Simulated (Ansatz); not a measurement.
**TaN: LAPW beside PAW**

Aim: solve TaN at one geometry with all-electron LAPW, PAW on the default files and datasets made for this crystal, and see where they agree.

Method: DFT LDA, scalar-relativistic, in Ansatz 0.2.0.

### 1 The starting structure

The structure is hexagonal, space group P-6m2 (No. 187). Conventional cell: a = 2.938 Å, b = 2.938 Å, c = 2.883 Å, α = 90.00°, β = 90.00°, γ = 120.00°. Ta (site symmetry -6m2) is surrounded by 6 N at 2.23 Å. Around N (site symmetry -6m2) lie 6 Ta at 2.23 Å.

Structure file:

```xyz
2
Lattice="2.9380 0.0000 0.0000 -1.4690 2.5444 0.0000 0.0000 0.0000 2.8830" Properties=species:S:1:pos:R:3 pbc="T T T"
Ta    0.0000    1.6963    1.4415
N     0.0000    0.0000    0.0000
```

The cell comes from a crystallographic database entry that wasn't checked; take it as a given geometry, which may be far from equilibrium.

Atoms are numbered in the order of the input: Ta1, N2.

### 2 All-electron LAPW

The input, input.yaml:

```yaml
crystal:
  lattice:
    - [2.9379988584, 0.0, 0.0]
    - [-1.4689994292, 2.5443816477, 0.0]
    - [0.0, 0.0, 2.883]
  atoms:
    - { symbol: Ta, position: [0.3333333333, 0.6666666667, 0.5] }
    - { symbol: "N", position: [0.0, 0.0, 0.0] }
kpoints:
  mp_grid: { grid: [12, 12, 10] }
  band_path:
    path:
      - [0.0, 0.0, 0.0]
      - [0.5, 0.0, 0.0]
      - [0.3333333333, 0.3333333333, 0.0]
      - [0.0, 0.0, 0.0]
      - [0.0, 0.0, 0.5]
      - [0.5, 0.0, 0.5]
      - [0.3333333333, 0.3333333333, 0.5]
      - [0.0, 0.0, 0.5]
      - [0.5, 0.0, 0.5]
    npoints: 14
scf:
  occupations: { method: fermi_dirac, width: 0.02 }
hamiltonian:
  xc: lda
  pseudopotentials: { kind: all_electron, lapw: { basis_error: 0.00025 } }
output:
  forces: true
  stress: true
  eigenvalues: true
  populations: true
  dos: { projected: true, de: 0.2, e_range: [-14, 8] }
```

The run is started by

```console
$ ansatz run input.yaml --threads 1 --pin off --max-ram 3072MiB --backend cpu --events-out ev --progress --plain --runs-dir out
```

Standard output:

```text
Ta: projections on atomic orbitals take those of the free atom 1s2 2s2 2p6 3s2 3p6 3d10 4s2 4p6 4d10 4f14 5s2 5p6 5d3 6s2, of charge +0.00 (hamiltonian.pseudopotentials.projection_atoms)
N: projections on atomic orbitals take those of the free atom 1s2 2s2 2p3, of charge +0.00 (hamiltonian.pseudopotentials.projection_atoms)
LAPW: plane waves up to 10.337 Å⁻¹, error target 2.5e-4 eV per atom; small_component_spin mean_spin; N in spheres of 0.948 Å, 7 of its electrons in bands, Dirac shells []; Ta in spheres of 1.278 Å, 45 of its electrons in bands, Dirac shells []
Engine: ansatz 0.2.0
Pseudopotentials: kind: all_electron
Pseudopotential: Ta, LAPW, valence charge 45, Koelling and Harmon's equation, gaussian nucleus
Pseudopotential: N, LAPW, valence charge 7, Koelling and Harmon's equation, gaussian nucleus
Functional definition: SPW92
  exchange = slater_x
  correlation = pw_c
Crystal: 2 atoms, lattice volume = 21.552 Å³
Basis set: ecut = 407.0769794581356 eV, 405 PW (Γ), exchange–correlation at level 2
Bands: 32, of which v1, the nominal top of the filled ones, is band 26 counted from 1 (25 counted from 0)
Symmetry: 12 space group operations
Space group: P-6m2 (ITA 187), of the structure as read, at distance tolerance 2.8e-5 Å
k-points: 114 of 1440 (time reversal used)
Non-local potential: Ta, projectors of the file, none
Non-local potential: N, projectors of the file, none
Initial density: superposition of atomic densities (chi_scale 0.1, normalization cell, long waves kept (reshape's long-wave potential 0.00 eV rms))
Initial wavefunctions: plane waves of lowest kinetic energy (no species holds an atomic orbital)
Functional: x = slater, c = lda
iter 1 solved again at ethr=6.30e-3 eV; its pass at ethr=1.00e-1 eV (dr2=3.28e0 eV) is discarded
SCF iter   1: F=—  HF=-425803.839979 eV  |F-HF|=—  |Δ(HF+E_count)|=         —  Δρ=1.16e-1  dr2=3.28e0  ethr=6.30e-3  ⟨swp⟩=2.0  Hψ=22938  notcnv=0
preconditioner: auto → none  [insulator: Δε(μ)=0.065 eV  Ē_g=24.173 eV  σ=0.020 eV  W_gap=0.62  n_scr=8 (ndim 8)  ℏωp=43.8 eV  f_vac=0.000  D(μ)=0.07/eV (n_scr^D=0)  ε∞_Penn≈4.3]
SCF iter   2: F=—  HF=-425803.357511 eV  |F-HF|=—  |Δ(HF+E_count)|=   4.82e-1  Δρ=7.70e-2  dr2=1.56e0  ethr=6.30e-3  ⟨swp⟩=3.0  Hψ=10943  notcnv=0
iter 3 solved again at ethr=1.04e-4 eV; its pass at ethr=3.00e-3 eV (dr2=5.41e-2 eV) is discarded
SCF iter   3: F=—  HF=-425802.464673 eV  |F-HF|=—  |Δ(HF+E_count)|=   8.93e-1  Δρ=1.76e-2  dr2=5.41e-2  ethr=1.04e-4  ⟨swp⟩=2.0  Hψ=18614  notcnv=0
SCF iter   4: F=—  HF=-425802.455473 eV  |F-HF|=—  |Δ(HF+E_count)|=         —  Δρ=2.49e-3  dr2=1.83e-3  ethr=1.04e-4  ⟨swp⟩=2.0  Hψ=11514  notcnv=0
the basis was enlarged: its passes take 791.7 KiB over the memory plan, 1 of 1 planned eigensolver slots
SCF iter   5: F=—  HF=-425802.450569 eV  |F-HF|=—  |Δ(HF+E_count)|=   4.90e-3  Δρ=1.85e-3  dr2=1.00e-3  ethr=3.51e-6  ⟨swp⟩=2.0  Hψ=10833  notcnv=0
SCF iter   6: F=—  HF=-425802.449993 eV  |F-HF|=—  |Δ(HF+E_count)|=   5.76e-4  Δρ=4.08e-4  dr2=3.36e-5  ethr=1.93e-6  ⟨swp⟩=2.0  Hψ=10833  notcnv=0
SCF iter   7: F=—  HF=-425802.449967 eV  |F-HF|=—  |Δ(HF+E_count)|=   2.62e-5  Δρ=3.96e-5  dr2=3.13e-7  ethr=6.46e-8  ⟨swp⟩=2.1  Hψ=10841  notcnv=0
SCF iter   8: F=-425802.449967 eV  HF=-425802.449967 eV  |F-HF|=1.68e-8  |Δ(HF+E_count)|=   1.36e-7  Δρ=7.05e-6  dr2=1.17e-8  ethr=6.02e-10  ⟨swp⟩=2.4  Hψ=10885  notcnv=0
SCF 1 converged in 8 iterations: F = -425802.449967 eV  dr2 = 1.17e-8
NSCF: frozen V_eff on 113 k-points
SCF converged after 8 iterations
Free energy (F): -425802.449967 eV
Harris-Foulkes:  -425802.449967 eV  (|F-HF|=1.68e-8)
Internal energy: -425802.449866 eV  (E = F + TS)
E sigma→0 (E₀):  -425802.449917 eV
Entropy (-TS):   -0.000101 eV (-0.050 meV/atom)
Fermi energy:    25.158997 eV
--- Per-component energies (eV) ---
  E_band       = -5746.883049
  E_kinetic    = 475002.632806
  E_xc         = -8550.257981
  E_electrostatic = -892254.824691  (all electrons and nuclei)
  E_smearing   = -0.000101  (= −TS)
  E_closure    = 0.000000  (closes the sum)
  E_atoms      = -425779.748575  (free atoms, spherical and without spin; not in F)
  Σ components = -425802.449967   (vs F -425802.449967, Δ=0.00e0)
  Basis errors (estimates in eV, not in F): energy 8.1e-5 per atom: plane waves 7.2e-5 (4.0e-5 summed), levels above the bands 5.8e-270, relativity 7.9e-9, radial functions 9.2e-6, core shells 4.9e-11; eigenvalues (radial functions only) 1.6e-6; not estimated: angular momenta, meshes, grids; target (lapw.basis_error) 2.5e-4; muffin-tin radii N 0.948 Å, Ta 1.278 Å
--- Forces (eV/Å), atoms counted from 1 ---
  atom   1  Ta    -0.00000000     0.00000000     0.00000000
  atom   2  N      0.00000000     0.00000000     0.00000000
  max |Σ_I F_I| component: 5.55e-17 eV/Å
--- Stress (GPa, compression-positive) ---
      -10.977851       0.000000       0.000000
        0.000000     -10.977851       0.000000
        0.000000       0.000000     -12.569909
  P = ⅓ Tr σ = -11.5085 GPa (-115.085 kbar)
--- Band table (eV; the first three rows and the last of 114) ---
  k-point 0: bands = ["-508.7068", "-369.7007", "-369.6835", "-369.6835", "-349.2287", "-191.7908", "-191.7908", "-191.7611", "-191.7583", "-191.7583", "-43.3320", "-9.6745", "-9.4193", "-9.4193", "4.8849", "4.8998", "4.8998", "4.9072", "4.9072", "4.9224", "4.9908", "7.5526", "20.5202", "20.5202", "20.8812", "22.1809", "27.3875", "28.6306", "28.6306", "29.0063", "29.0063", "38.0110"]
  k-point 1: bands = ["-508.7068", "-369.7007", "-369.6835", "-369.6835", "-349.2287", "-191.7908", "-191.7908", "-191.7611", "-191.7583", "-191.7583", "-43.3272", "-9.7696", "-9.4114", "-9.4114", "4.8877", "4.8978", "4.8978", "4.9105", "4.9105", "4.9169", "4.9908", "7.7588", "20.1766", "20.6026", "20.6026", "22.7687", "27.5232", "27.5232", "27.7396", "29.7459", "29.7459", "38.4205"]
  k-point 2: bands = ["-508.7068", "-369.7007", "-369.6835", "-369.6835", "-349.2287", "-191.7908", "-191.7908", "-191.7611", "-191.7583", "-191.7583", "-43.3145", "-10.0117", "-9.3909", "-9.3909", "4.8928", "4.8931", "4.8931", "4.9037", "4.9187", "4.9187", "4.9909", "8.3267", "18.8483", "20.8214", "20.8214", "23.9793", "26.3160", "26.3160", "28.5992", "29.8814", "29.8814", "39.1924"]
  k-point 113: bands = ["-508.7068", "-369.7007", "-369.6835", "-369.6835", "-349.2287", "-191.7908", "-191.7908", "-191.7611", "-191.7583", "-191.7583", "-43.1974", "-10.3081", "-10.0379", "-9.9675", "4.8574", "4.9018", "4.9038", "4.9204", "4.9208", "4.9270", "4.9691", "9.6550", "16.8538", "18.5492", "21.2193", "24.7449", "29.5336", "30.1047", "31.7465", "32.5751", "34.2973", "36.7351"]
--- Löwdin populations: 2 sites ---
  site symbol       q [e]
     0     Ta     72.2721
     1      N      7.6483
  spilling = 0.000996 (of n_electrons = 80.000000)
```

It took 62 s on 1 thread of Intel Xeon Platinum 8488C (Sapphire Rapids), shared host; peak memory 0.53 GiB.

Read from it: pressure -11.51 GPa; no gap.

Levels at the path's labelled points, in eV from the Fermi level:

```
point  band 23  band 24  band 25  band 26  band 27  band 28  band 29
    Γ    -4.64    -4.64    -4.28    -2.98     2.23     3.47     3.47
    M    -8.34    -5.27    -3.56    -3.22     2.86     3.93     5.07
    K    -7.64    -5.75    -5.24     0.05     0.92     1.47     2.41
    Γ    -4.64    -4.64    -4.28    -2.98     2.23     3.47     3.47
    A    -9.40    -3.82    -3.82    -0.20    -0.20     2.33     3.18
    L    -7.39    -6.23    -5.77    -0.39     4.08     5.24     5.96
    H    -8.31    -6.61    -3.94    -0.41     4.37     4.95     6.59
    A    -9.40    -3.82    -3.82    -0.20    -0.20     2.33     3.18
    L    -7.39    -6.23    -5.77    -0.39     4.08     5.24     5.96
```

States per cell in windows of 1 eV (zero at the Fermi level; grid of 0.20 eV, so sharp peaks spill over the borders):

```
from  to  total  Ta 5d  N 2p
 -10  -9   0.00   0.00  0.00
  -9  -8   0.16   0.04  0.09
  -8  -7   1.47   0.50  0.81
  -7  -6   0.78   0.25  0.47
  -6  -5   1.38   0.42  0.89
  -5  -4   1.88   0.49  1.32
  -4  -3   0.36   0.11  0.24
  -3  -2   0.43   0.33  0.08
  -2  -1   1.05   0.85  0.11
  -1   0   0.49   0.39  0.06
   0   1   0.11   0.11  0.00
   1   2   0.71   0.58  0.09
   2   3   1.32   1.00  0.20
   3   4   1.56   1.12  0.21
   4   5   2.04   1.44  0.29
```

### 3 PAW on the default files

input.yaml: that of step 2 with these lines changed.

```diff
@@ -26,3 +26,3 @@
   xc: lda
-  pseudopotentials: { kind: all_electron, lapw: { basis_error: 0.00025 } }
+  pseudopotentials: { kind: paw }
 output:
@@ -31,3 +31,9 @@
   eigenvalues: true
+  efg: { contact_densities: true }
   populations: true
+  bader: true
   dos: { projected: true, de: 0.2, e_range: [-14, 8] }
+  write_density: true
+  write_potential: true
+  elf: true
+  volumetric_format: npy
```

The run is started by

```console
$ ansatz run input.yaml --threads 1 --pin off --max-ram 3072MiB --backend cpu --events-out ev --progress --plain --runs-dir out
```

Standard output, shortened:

```text
Ta: output.efg is read without spin–orbit coupling, which moves field gradients at and beside such atoms by some per cent and up to a factor of two; PAW files take it under magnetization.noncollinear and magnetization.spin_orbit
[...]
Pseudopotentials: kind: paw
Pseudopotential: Ta, paw, valence charge 13, recommended cutoff 420 eV (normal)
Pseudopotential: N, paw, valence charge 5, recommended cutoff 420 eV (normal)
Functional definition: SPW92
[...]
Crystal: 2 atoms, lattice volume = 21.552 Å³
Basis set: ecut = 420 eV, 405 PW (Γ)
Bands: 13, of which v1, the nominal top of the filled ones, is band 9 counted from 1 (8 counted from 0)
Symmetry: 12 space group operations
Space group: P-6m2 (ITA 187), of the structure as read, at distance tolerance 2.8e-5 Å
k-points: 114 of 1440 (time reversal used)
[...]
  P = ⅓ Tr σ = -11.5727 GPa (-115.727 kbar)
--- PAW observables at the nuclei: V_zz in 10²¹ V/m², potentials from the cell's mean, atoms counted from 1 ---
  atom   1  Ta V_zz =    +5.085618   η = 0.0000   by run symmetry: allowed
            electrostatic potential = -14501.243698 V   contact ρ = 8123651.611823 e/Å³
  atom   2  N  V_zz =    +0.058952   η = 0.0000   by run symmetry: allowed
            electrostatic potential = -529.173250 V   contact ρ = 1390.372019 e/Å³
--- Band table (eV; the first three rows and the last of 114) ---
  k-point 0: bands = ["-48.5303", "-14.8742", "-14.6119", "-14.6119", "2.3159", "15.3072", "15.3072", "15.6695", "16.9620", "22.1754", "23.4236", "23.4236", "23.7962"]
[...]
--- Löwdin populations: 2 sites ---
  site symbol       q [e]
     0     Ta     12.2605
     1      N      5.6534
  spilling = 0.004787 (of n_electrons = 18.000000)
--- Bader charges: 2 sites ---
  site symbol  charge [e]  shift [e]
     0     Ta      1.5563     0.0020
     1      N     -1.5563     0.0020
  estimated error of the sums over rays = 4.3e-4 e
```

It took 26 s on 1 thread of Intel Xeon Platinum 8488C (Sapphire Rapids), shared host; peak memory 0.43 GiB.

This run gives: pressure -11.57 GPa; no gap; Vzz Ta1 5.09 (η = 0.00), N2 0.06 (η = 0.00) (10²¹ V/m²).

```
atom  Bader charge (e)  basin volume (Å³)
 Ta1             +1.56              11.79
  N2             -1.56               9.77
```

Density in a lattice plane of the grid's cell (edges 2.94 and 2.88 Å, at 0.667 of the third edge), which holds Ta.

Ten even steps from '0' (0.29 e/Å³) to '9' (4.48 e/Å³):
```
000000000000000000000000
000000000000000000000000
000000001000000000000000
000001122211000000000000
000123445443210000000000
001245677765421000000000
012467899987642100000000
013579999999753100000000
024689987899864200000000
024789987899874200000000
024689987899864200000000
013579999999753100000000
012467899987642100000000
001245677765421000000000
000123445443210000000000
000001122211000000000000
000000001000000000000000
000000000000000000000000
000000000000000000000000
000000000000000000000000
```
Columns run along the first of these edges and rows up along the second, over one cell in 24 and 20 even steps from the bottom left corner. Atoms in the plane (fractional): Ta at (0.33, 0.50).

ELF in the same plane.

Ten even steps from '0' (0.02) to '9' (0.74):
```
765332233322335678889888
653222223222223567888887
532222334332222356777776
321124567654211234566654
212357899987532123445443
123578999998753212344432
235789988899875322233322
257998654568997522233322
368987421247898633233323
468987310136898643233323
368987421247898633233323
257998654568997522233322
235789988899875322233322
123578999998753212344432
212357899987532123445443
321124567654211234566654
532222334332222356777776
653222223222223567888887
765332233322335678889888
765433333333345678899988
```
Columns run along the first of these edges and rows up along the second, over one cell in 24 and 20 even steps from the bottom left corner. Atoms in the plane (fractional): Ta at (0.33, 0.50).

Both are smooth fields of the valence electrons: close to the nuclei they are not physical.

Outside the cores ELF peaks at 0.83 in the shell around N, 0.7 Å from N; 0.80 between the atoms, 1.7 Å from Ta.

### 4 Datasets made for this crystal

input.yaml: that of step 3 with these lines changed.

```diff
@@ -21,3 +21,3 @@
       - [0.5, 0.0, 0.5]
-    npoints: 14
+    npoints: 8
 scf:
@@ -26,3 +26,3 @@
   xc: lda
-  pseudopotentials: { kind: paw }
+  pseudopotentials: { kind: all_electron, datasets: crystal }
 output:
@@ -32,8 +32 @@
   efg: { contact_densities: true }
-  populations: true
-  bader: true
-  dos: { projected: true, de: 0.2, e_range: [-14, 8] }
-  write_density: true
-  write_potential: true
-  elf: true
-  volumetric_format: npy
```

The run is started by

```console
$ ansatz run input.yaml --threads 1 --pin off --max-ram 3072MiB --backend cpu --events-out ev --progress --plain --runs-dir out
```

Standard output, shortened:

```text
[...]
band count auto-derived: 22 (N_el = 32.0; filled up to band 16; 20 by the electrons, moments and atoms)
Ta: output.efg is read without spin–orbit coupling, which moves field gradients at and beside such atoms by some per cent and up to a factor of two; PAW files take it under magnetization.noncollinear and magnetization.spin_orbit
[...]
Pseudopotentials: kind: all_electron
Pseudopotential: Ta, paw, valence charge 27, recommended cutoff 480 eV (normal), Koelling and Harmon's equation, gaussian nucleus
Pseudopotential: N, paw, valence charge 5, recommended cutoff 480 eV (normal), Koelling and Harmon's equation, gaussian nucleus
Functional definition: SPW92
[...]
Crystal: 2 atoms, lattice volume = 21.552 Å³
Basis set: ecut = 480 eV, 527 PW (Γ)
Bands: 22, of which v1, the nominal top of the filled ones, is band 16 counted from 1 (15 counted from 0)
Symmetry: 12 space group operations
[...]
  atom   1  Ta    -0.00000000     0.00000000     0.00000000
  atom   2  N      0.00000000     0.00000000     0.00000000
[...]
--- Stress (GPa, compression-positive) ---
      -10.976491       0.000000       0.000000
        0.000000     -10.976491       0.000000
        0.000000       0.000000     -12.568233
  P = ⅓ Tr σ = -11.5071 GPa (-115.071 kbar)
--- PAW observables at the nuclei: V_zz in 10²¹ V/m², potentials from the cell's mean, atoms counted from 1 ---
  atom   1  Ta V_zz =    +5.805994   η = 0.0000   by run symmetry: allowed
            electrostatic potential = -14495.120104 V   contact ρ = 8119518.772697 e/Å³
  atom   2  N  V_zz =    +0.044242   η = 0.0000   by run symmetry: allowed
            electrostatic potential = -527.119502 V   contact ρ = 1390.627409 e/Å³
--- Band table (eV; the first three rows and the last of 114) ---
  k-point 0: bands = ["-43.3317", "-9.6742", "-9.4190", "-9.4190", "4.8852", "4.9002", "4.9002", "4.9075", "4.9075", "4.9227", "4.9911", "7.5525", "20.5202", "20.5202", "20.8813", "22.1808", "27.3875", "28.6307", "28.6307", "29.0065"]
[...]
```

Run time: 51 s. Hardware: 1 thread of Intel Xeon Platinum 8488C (Sapphire Rapids), shared host; peak memory 0.82 GiB.

This run gives: pressure -11.51 GPa; no gap; Vzz Ta1 5.81 (η = 0.00), N2 0.04 (η = 0.00) (10²¹ V/m²).

```
atom  contact density (e/Å³)
 Ta1                 8119519
  N2                1390.627
```

### 5 The methods compared

| method | pressure (GPa) | Vzz Ta1 (10²¹ V/m²) | Vzz N2 (10²¹ V/m²) | SCF cycles, all passes |
| --- | --- | --- | --- | --- |
| LAPW | -11.51 | – | – | 8 |
| PAW | -11.57 | 5.09 | 0.06 | 6 |
| crystal datasets | -11.51 | 5.81 | 0.04 | 9 |

### 6 What came out

| quantity | value |
| --- | --- |
| pressure | LAPW -11.51, PAW -11.57, crystal datasets -11.51 GPa |
| gap (LAPW) | none |
| Bader charges (PAW) | Ta1 +1.56, N2 -1.56 e |
| highest ELF (PAW) | 0.83, 0.68 Å from N |

What this shows: At this geometry the cell is under tension of 11.5 GPa, so it would shrink if let go. There is no gap at this level: the crystal is a metal or semimetal here, or the functional closes a real gap. Spin-orbit coupling is left out of this run, though the cell holds Ta; it can open or close small gaps. Ta 5d carries the largest share, 97 %, of the projected states within 0.3 eV of the Fermi level. The projection holds only the free atom's occupied shells (Ta 6s, Ta 5d, N 2s, N 2p in this range). The field gradient at Ta1, the largest by crystal datasets, is 5.09 by PAW and 5.81 by crystal datasets (10²¹ V/m²); frozen cores can miss part of the core's response. No spin–orbit coupling: at heavy atoms the gradients can be off by tens of per cent for that reason. In pressure, PAW differs from LAPW by -0.06 GPa. The price, with the outputs that each input asks for: 62 s for LAPW against 26 s for PAW, about 2.3 to one.
